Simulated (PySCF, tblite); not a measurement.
# C8H12P2: geometry, infrared bands and NMR shifts

Wanted: the infrared bands and NMR shifts of C8H12P2 (`CP(C)c1ccccc1P`), by calculation.

Computed with tblite 0.8.0 and PySCF 2.14.0, with density-fitted response routines of our own, on a single molecule in the gas phase. Atoms count from 0, in the outputs and in this text.

### Step 1. The molecule as given

22 atoms, charge 0, multiplicity 1; geometry from: force field or distance geometry start.

Bonds of the start (Å): C0–P1 1.84, P1–C2 1.84, P1–C3 1.84, C3–C4 1.38, C4–C5 1.38, C5–C6 1.38, C6–C7 1.40, C7–C8 1.37, C8–P9 1.82, C8–C3 1.40, C0–H10 1.10, C0–H11 1.11, C0–H12 1.12, C2–H13 1.11, C2–H14 1.10, C2–H15 1.11, C4–H16 1.07, C5–H17 1.09, C6–H18 1.07, C7–H19 1.07, P9–H20 1.44, P9–H21 1.43.

### Step 2. Relaxing the molecule with GFN2-xTB

Job settings and geometry (Å):

```
{"job": {"kind": "relax", "xc": "GFN2-xTB", "basis": "xTB"}, "charge": 0, "multiplicity": 1}
C     -2.541900    -1.089500     0.643900
P     -1.549000     0.425300     0.328600
C     -2.118600     1.319400    -1.177000
C      0.183300    -0.119800     0.053100
C      0.490400    -1.239700    -0.685700
C      1.786800    -1.667700    -0.915600
C      2.821800    -0.941800    -0.351500
C      2.566300     0.190800     0.428200
C      1.260700     0.574800     0.618900
P      0.832700     2.039600     1.615200
H     -2.074300    -1.675400     1.451100
H     -2.520400    -1.718700    -0.270700
H     -3.617200    -0.840000     0.855000
H     -3.174500     1.025200    -1.373800
H     -1.492600     0.997100    -2.016100
H     -2.034600     2.420000    -1.049600
H     -0.301500    -1.801300    -1.132500
H      2.000200    -2.555200    -1.514800
H      3.833200    -1.255800    -0.498900
H      3.360600     0.752000     0.871300
H      1.308400     3.294200     1.093600
H      0.969500     1.886000     3.026400
```

Command:

```console
$ OMP_NUM_THREADS=1 python probes_run.py task.json out
```

The driver reads the jobs from task.json and runs them one after another.

The log of the run:

```text
step      E/eV     max force
  0    -766.92198    3.572
  1    -767.40937    3.030
  2    -768.11241    2.090
  3    -768.28529    1.454
  4    -768.47201    0.800
  5    -768.54093    0.796
  6    -768.62290    0.670
  7    -768.66191    0.540
  8    -768.69136    0.500
  9    -768.72028    0.553
 10    -768.74923    0.477
 11    -768.78015    0.364
 12    -768.81075    0.371
 13    -768.83257    0.302
 14    -768.84553    0.170
 15    -768.85317    0.171
 16    -768.85978    0.209
 17    -768.86737    0.198
 18    -768.87425    0.175
 19    -768.87958    0.217
 20    -768.88405    0.182
 21    -768.88789    0.129
 22    -768.89128    0.143
 23    -768.89464    0.128
 24    -768.89782    0.139
 25    -768.90097    0.145
 26    -768.90436    0.124
 27    -768.90835    0.148
 28    -768.91322    0.171
 29    -768.91884    0.204
 30    -768.92486    0.222
 31    -768.93050    0.169
 32    -768.93478    0.196
 33    -768.93822    0.154
 34    -768.94166    0.172
 35    -768.94523    0.218
 36    -768.94890    0.194
 37    -768.95328    0.284
 38    -768.95833    0.176
 39    -768.96607    0.195
 40    -768.97012    0.174
 41    -768.97549    0.186
 42    -768.98380    0.207
 43    -768.99614    0.309
 44    -769.00743    0.257
 45    -769.01521    0.210
 46    -769.01930    0.191
 47    -769.02429    0.176
 48    -769.02923    0.150
 49    -769.03384    0.112
 50    -769.03658    0.119
 51    -769.03880    0.128
 52    -769.04159    0.125
 53    -769.04438    0.125
 54    -769.04655    0.098
 55    -769.04837    0.081
 56    -769.04993    0.075
 57    -769.05120    0.074
 58    -769.05223    0.063
 59    -769.05310    0.058
 60    -769.05384    0.058
 61    -769.05447    0.046
 62    -769.05503    0.049
 63    -769.05552    0.042
 64    -769.05593    0.040
 65    -769.05628    0.049
 66    -769.05661    0.050
 67    -769.05695    0.051
 68    -769.05730    0.048
 69    -769.05762    0.044
 70    -769.05790    0.049
 71    -769.05815    0.043
 72    -769.05837    0.034
 73    -769.05856    0.031
 74    -769.05876    0.043
 75    -769.05902    0.055
 76    -769.05941    0.063
 77    -769.05998    0.067
 78    -769.06064    0.062
 79    -769.06125    0.061
 80    -769.06176    0.058
 81    -769.06227    0.044
 82    -769.06277    0.045
 83    -769.06317    0.039
 84    -769.06339    0.035
 85    -769.06355    0.030
 86    -769.06370    0.023
 87    -769.06384    0.022
 88    -769.06395    0.020
 89    -769.06402    0.020
 90    -769.06409    0.019
 91    -769.06416    0.017
 92    -769.06425    0.020
 93    -769.06436    0.027
 94    -769.06449    0.032
 95    -769.06463    0.028
 96    -769.06477    0.025
 97    -769.06488    0.021
 98    -769.06495    0.017
 99    -769.06500    0.016
100    -769.06505    0.017
101    -769.06509    0.016
102    -769.06514    0.014
103    -769.06518    0.014
104    -769.06522    0.012
105    -769.06526    0.012
106    -769.06530    0.015
107    -769.06535    0.013
108    -769.06539    0.013
109    -769.06543    0.015
110    -769.06548    0.017
111    -769.06553    0.020
112    -769.06557    0.019
113    -769.06561    0.013
114    -769.06563    0.010
```

It took 1.3 s on 1 thread of Arm Neoverse V1, shared host.

Along the way: (not every step is listed)

| step | energy from step 0 (eV) | largest force (eV/Å) |
| --- | --- | --- |
| 0 | 0.0000 | 3.5720 |
| 1 | -0.4874 | 3.0297 |
| 2 | -1.1904 | 2.0901 |
| 3 | -1.3633 | 1.4544 |
| 4 | -1.5500 | 0.7997 |
| 5 | -1.6190 | 0.7963 |
| 6 | -1.7009 | 0.6699 |
| 7 | -1.7399 | 0.5403 |
| 8 | -1.7694 | 0.5004 |
| 18 | -1.9523 | 0.1747 |
| 28 | -1.9912 | 0.1708 |
| 38 | -2.0364 | 0.1757 |
| 48 | -2.1073 | 0.1498 |
| 58 | -2.1303 | 0.0630 |
| 68 | -2.1353 | 0.0482 |
| 78 | -2.1387 | 0.0616 |
| 88 | -2.1420 | 0.0197 |
| 98 | -2.1430 | 0.0167 |
| 108 | -2.1434 | 0.0131 |
| 109 | -2.1435 | 0.0146 |
| 110 | -2.1435 | 0.0170 |
| 111 | -2.1436 | 0.0199 |
| 112 | -2.1436 | 0.0189 |
| 113 | -2.1436 | 0.0126 |
| 114 | -2.1437 | 0.0095 |

Close pairs (by a distance rule), those that changed most:

| bond | before (Å) | after (Å) | change (Å) |
| --- | --- | --- | --- |
| P9–H20 | 1.440 | 1.403 | -0.037 |
| C0–H12 | 1.124 | 1.089 | -0.035 |
| P9–H21 | 1.426 | 1.393 | -0.033 |
| C2–H13 | 1.114 | 1.089 | -0.025 |
| C2–H15 | 1.111 | 1.089 | -0.023 |
| C0–H11 | 1.110 | 1.088 | -0.022 |
| C0–H10 | 1.102 | 1.088 | -0.013 |
| C0–P1 | 1.838 | 1.851 | +0.013 |

The end geometry stands in the next job.

### Step 3. Harmonic vibrations with GFN2-xTB

Job settings and geometry (Å):

```
{"job": {"kind": "ir", "xc": "GFN2-xTB", "basis": "xTB"}, "charge": 0, "multiplicity": 1}
C     -2.569713    -1.082494     0.437863
P     -1.511310     0.422735     0.640699
C     -1.919432     1.261880    -0.951655
C      0.137660    -0.206644     0.164851
C      0.466648    -1.399707    -0.452619
C      1.792369    -1.665745    -0.762868
C      2.783234    -0.748193    -0.459282
C      2.463694     0.441133     0.177752
C      1.144595     0.699445     0.507994
P      0.522049     2.205259     1.322721
H     -2.267357    -1.831550     1.167443
H     -2.507759    -1.495361    -0.567261
H     -3.601619    -0.800311     0.641927
H     -2.957042     1.589729    -0.915964
H     -1.774951     0.584612    -1.792841
H     -1.275955     2.132590    -1.065178
H     -0.295680    -2.122983    -0.701897
H      2.050696    -2.594448    -1.251289
H      3.811260    -0.961451    -0.714128
H      3.237164     1.157049     0.420214
H      1.784787     2.772428     1.548346
H      0.476251     1.661412     2.604322
```

The log of the run:

```text
mode    cm-1     km/mol
  1      71.5      1.54
  2      92.3      0.33
  3     138.0      1.26
  4     156.0      1.03
  5     175.2      0.17
  6     191.1      0.11
  7     224.9      0.42
  8     243.4      1.08
  9     280.5      3.43
 10     287.9      6.06
 11     340.3      0.37
 12     371.3      0.41
 13     387.9      1.00
 14     452.1      2.97
 15     470.5      2.77
 16     650.9      0.83
 17     662.7      3.83
 18     701.8      3.18
 19     715.0     13.67
 20     738.1     32.03
 21     753.1     22.03
 22     810.1      8.96
 23     827.3     12.03
 24     840.6     16.47
 25     855.5      7.10
 26     874.6      0.54
 27     883.6     46.00
 28     907.6      0.03
 29     923.2     58.45
 30     927.1      0.84
 31    1007.8      1.57
 32    1086.7      0.60
 33    1119.4     39.26
 34    1144.8      5.73
 35    1160.7      0.15
 36    1187.2      0.09
 37    1238.6      0.73
 38    1306.0      0.45
 39    1316.8      0.09
 40    1321.9      2.05
 41    1420.1      1.62
 42    1426.0      0.31
 43    1432.5      0.47
 44    1439.3      4.93
 45    1447.5      4.23
 46    1454.6      3.84
 47    1572.8      1.36
 48    1575.3      2.80
 49    2244.0    215.79
 50    2302.4    143.66
 51    2983.6      2.87
 52    2993.5     11.83
 53    3003.3      1.21
 54    3006.3     13.73
 55    3009.2     27.41
 56    3013.3     13.94
 57    3060.8     15.23
 58    3070.4     10.29
 59    3080.1     51.66
 60    3087.3     61.91
```

Wall time 1.3 s (1 thread of Arm Neoverse V1, shared host).

Which atoms move in the most intense modes:

| cm⁻¹ | km/mol | atoms |
| --- | --- | --- |
| 738 | 32.0 | P1 30 %, C2 28 %, C0 21 % |
| 884 | 46.0 | H13 26 %, H14 15 %, H12 11 %, C2 11 % |
| 923 | 58.5 | H15 21 %, H14 18 %, H11 13 %, H10 13 % |
| 1119 | 39.3 | H20 46 %, H21 45 % |
| 2244 | 215.8 | H20 93 % |
| 2302 | 143.7 | H21 93 % |
| 3080 | 51.7 | H16 50 %, H18 39 % |
| 3087 | 61.9 | H18 32 %, H17 31 %, H16 26 % |

### Step 4. NMR shieldings: PBE0/pcSseg-1

Settings changed since step 3:

```diff
@@ -1,2 +1,2 @@
-{"job": {"kind": "ir", "xc": "GFN2-xTB", "basis": "xTB"}, "charge": 0, "multiplicity": 1}
+{"job": {"kind": "nmr", "xc": "PBE0", "basis": "pcSseg-1"}, "charge": 0, "multiplicity": 1}
 C     -2.569713    -1.082494     0.437863
```

Level: GIAO PBE0/pcSseg-1 NMR shielding, non-relativistic, gas phase.

The log of the run:

```text
coarse grid: 19376 points
cycle   1  E = -993.9419561640  dE =  1.505e+00  |g| = 4.509e-01  |ddm| = 4.703e+00
cycle   2  E = -993.9343334618  dE =  7.623e-03  |g| = 4.881e-01  |ddm| = 1.064e+00
cycle   3  E = -993.9965235662  dE = -6.219e-02  |g| = 5.057e-02  |ddm| = 5.728e-01
cycle   4  E = -993.9969587583  dE = -4.352e-04  |g| = 3.406e-02  |ddm| = 1.443e-01
cycle   5  E = -993.9972356853  dE = -2.769e-04  |g| = 1.162e-02  |ddm| = 5.120e-02
cycle   6  E = -993.9972747227  dE = -3.904e-05  |g| = 2.529e-03  |ddm| = 2.033e-02
cycle   7  E = -993.9972762598  dE = -1.537e-06  |g| = 6.036e-04  |ddm| = 4.875e-03
final grid: 177984 points
cycle   8  E = -994.0581401867  dE = -4.725e-05  |g| = 9.628e-03  |ddm| = 6.395e-02
cycle   9  E = -994.0581293429  dE =  1.084e-05  |g| = 1.162e-02  |ddm| = 2.288e-02
cycle  10  E = -994.0581643860  dE = -3.504e-05  |g| = 8.239e-04  |ddm| = 1.418e-02
cycle  11  E = -994.0581645182  dE = -1.322e-07  |g| = 4.433e-04  |ddm| = 1.793e-03
cycle  12  E = -994.0581645701  dE = -5.193e-08  |g| = 1.028e-04  |ddm| = 6.196e-04
cycle  13  E = -994.0581645733  dE = -3.110e-09  |g| = 2.683e-05  |ddm| = 2.410e-04
cycle  14  E = -994.0581645734  dE = -1.905e-10  |g| = 8.294e-06  |ddm| = 5.201e-05
converged SCF energy = -994.0581645734

GIAO shielding tensors (ppm)
atom      isotropic    diamagn.    paramagn.     s11        s22        s33       span
  0 C      174.950     254.013     -79.063    165.069    172.109    187.671     22.603
  1 P      398.909     967.659    -568.750    364.985    388.714    443.029     78.044
  2 C      165.746     251.689     -85.943    154.674    157.443    185.122     30.448
  3 C       34.356     265.011    -230.655    -60.057     -7.133    170.257    230.315
  4 C       56.866     253.104    -196.238    -52.436     40.914    182.120    234.556
  5 C       52.550     254.278    -201.728    -57.947     39.008    176.588    234.535
  6 C       52.611     255.145    -202.534    -57.006     38.755    176.084    233.090
  7 C       48.691     251.731    -203.040    -57.691     44.812    158.953    216.644
  8 C       41.936     263.739    -221.803    -59.167     22.693    162.282    221.449
  9 P      480.683     965.893    -485.209    408.808    460.730    572.512    163.704
 10 H       30.508      31.524      -1.016     26.227     27.405     37.891     11.664
 11 H       30.343      32.823      -2.479     26.234     28.427     36.369     10.135
 12 H       30.415      29.499       0.916     25.601     27.749     37.896     12.294
 13 H       30.543      29.837       0.706     26.235     27.072     38.322     12.087
 14 H       30.901      31.800      -0.899     26.654     30.164     35.886      9.233
 15 H       29.681      30.319      -0.638     24.336     29.373     35.334     10.998
 16 H       24.334      34.924     -10.590     19.650     22.830     30.521     10.871
 17 H       24.189      30.764      -6.575     20.592     24.699     27.277      6.685
 18 H       24.271      29.689      -5.418     20.863     25.124     26.825      5.962
 19 H       23.947      32.486      -8.539     19.626     23.542     28.673      9.047
 20 H       27.897      29.752      -1.855     22.685     26.071     34.934     12.248
 21 H       27.172      28.661      -1.489     22.468     25.656     33.391     10.923
```

Run time: 59 s. Hardware: 1 thread of Arm Neoverse V1, shared host; peak memory 1.1 GiB.

The references, computed at this level on geometries of the same kind, shield at (ppm): ¹H TMS 31.72, ¹³C TMS 186.9, ³¹P H3PO4 318.4. Their shielding less the atom's gives the shift. The references are single molecules in the gas phase, so shifts against H2O, NH3, PH3, H3PO4 or CFCl3 are not on the usual liquid scales and can be off by tens of ppm. Atoms listed in one row are averaged.

| atoms | environment | σ (ppm) | δ (ppm) | δ scaled to CDCl3 |
| --- | --- | --- | --- | --- |
| C3 | substituted aromatic carbon | 34.4 | 152.6 | 147.0 |
| C8 | substituted aromatic carbon | 41.9 | 145.0 | 139.6 |
| C7 | aromatic CH | 48.7 | 138.2 | 133.0 |
| C5 | aromatic CH | 52.5 | 134.4 | 129.2 |
| C6 | aromatic CH | 52.6 | 134.3 | 129.2 |
| C4 | aromatic CH | 56.9 | 130.1 | 125.0 |
| C0, C2 | methyl carbon bonded to P | 170.3 | 16.6 | 14.3 |
| H19 | hydrogen on an aromatic CH | 23.95 | 7.77 | 7.43 |
| H17 | hydrogen on an aromatic CH | 24.19 | 7.53 | 7.20 |
| H18 | hydrogen on an aromatic CH | 24.27 | 7.45 | 7.13 |
| H16 | hydrogen on an aromatic CH | 24.33 | 7.38 | 7.07 |
| H20, H21 | hydrogen on a phosphorus bonded to C | 27.53 | 4.18 | – |
| H10, H11, H12, H13, H14, H15 | hydrogen on a methyl carbon bonded to P | 30.40 | 1.32 | 1.35 |
| P1 | phosphorus bonded to 3 C | 398.9 | -80.5 | – |
| P9 | phosphorus bonded to C, 2 H | 480.7 | -162.3 | – |

The scaled column applies a straight-line fit of computed shieldings to shifts measured in CDCl3 (root-mean-square error 0.16 ppm for H, 1.9 ppm for C).

The run also stored atomic charges by several schemes (e):

| atoms | Mulliken | IAO | Hirshfeld | ESP fit |
| --- | --- | --- | --- | --- |
| C0, C2 | -0.44 | -0.61 | -0.17 | -0.55 |
| P1 | 0.28 | 0.52 | 0.17 | -0.03 |
| C3 | -0.34 | -0.20 | -0.06 | 0.29 |
| C4 | -0.03 | -0.15 | -0.05 | -0.24 |
| C5 | -0.07 | -0.15 | -0.05 | -0.20 |
| C6 | -0.07 | -0.15 | -0.05 | -0.18 |
| C7 | -0.01 | -0.15 | -0.05 | -0.14 |
| C8 | -0.38 | -0.18 | -0.05 | 0.01 |
| P9 | 0.20 | 0.20 | 0.07 | -0.21 |

Mayer bond orders: C0–P1 1.00, P1–C2 0.98, P1–C3 0.94, C3–C4 1.42, C4–C5 1.43, C5–C6 1.44, C6–C7 1.43, C7–C8 1.43, C8–P9 0.99, C8–C3 1.40.

Ring of atoms C3, C4, C5, C6, C7, C8: NICS(0) -7.4, NICS(1) -10.8, NICS(1)zz -26.1 ppm (means of both faces).

### Step 5. Summary of results

| quantity | value |
| --- | --- |
| strongest single infrared mode (GFN2-xTB) | 2244 cm⁻¹, 216 km/mol |
| zero-point energy (GFN2-xTB) | 106.5 kcal/mol |
| ¹³C shifts against TMS (PBE0/pcSseg-1, means over atoms taken as alike) | 152.6, 145.0, 138.2, 134.4, 134.3, 130.1, 16.6 ppm |
| ¹H shifts against TMS (PBE0/pcSseg-1, means over atoms taken as alike) | 7.77, 7.53, 7.45, 7.38, 4.18, 1.32 ppm |
| ³¹P shifts against H3PO4 (PBE0/pcSseg-1) | -80.5, -162.3 ppm |

What this shows: Over 114 steps the energy fell by 2.144 eV; of the close pairs, P9–H20 changed most, 1.440 to 1.403 Å. No mode is imaginary among the 60: a minimum at this level. The strongest single mode, at 2244 cm⁻¹, moves mainly H20. Unscaled tight-binding wavenumbers are off by several per cent, some by more. Its intensities can rank the bands wrongly. NICS(1)zz of -26 ppm above the planar ring from C3 marks a diatropic (aromatic) ring current.
